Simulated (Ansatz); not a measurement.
HfIn4SiO6:

```xyz
12
Lattice="2.7160 -4.7033 0.0045 2.7160 4.7033 0.0045 -1.8631 0.0000 7.4041" Properties=species:S:1:pos:R:3 pbc="T T T"
Hf    2.7160    2.7768    0.0045
In    1.7845    1.2098    3.7066
In    2.7160   -0.3586    0.0045
In    1.7845    4.3741    3.7066
In    1.7845   -1.9666    3.7066
Si    2.7160   -3.4942    0.0045
O    -1.1351   -0.1798    6.4177
O     4.7040   -0.1798    0.9954
O     1.6933   -2.1708    6.4226
O     1.8757   -2.1708    0.9906
O     1.5632    1.2736    0.9906
O     2.0058    1.2736    6.4226
```

The cell was built by a generator and needn't be a form met in nature.

Base run:

- Program: Ansatz 0.2.0
- Functional: PBE
- Potentials or basis: Ansatz PAW
- Cutoff: 420 eV
- Density cutoff: 1680 eV
- k mesh: 6 × 6 × 4
- Occupations: fermi-dirac, width 0.05 eV
- Spin: no spin polarisation

Its results: band gap on the k mesh none (metal or under the smearing width); pressure 0.0 GPa; largest force 0.013 eV/Å.

Q: The run is repeated on the same cell with these changes: functional from PBE to PBEsol. What comes out?

A: Band gap on the k mesh none (metal or under the smearing width); pressure -4.4 GPa; largest force 0.184 eV/Å.

PBEsol binds more tightly than PBE, so the same cell stands under less pressure.

Caveats: the PAW data sets come from PBE, with cores solved anew for the run's functional, which leaves a small shift of forces and pressure (some runs).

Not every run made on this cell is shown here.
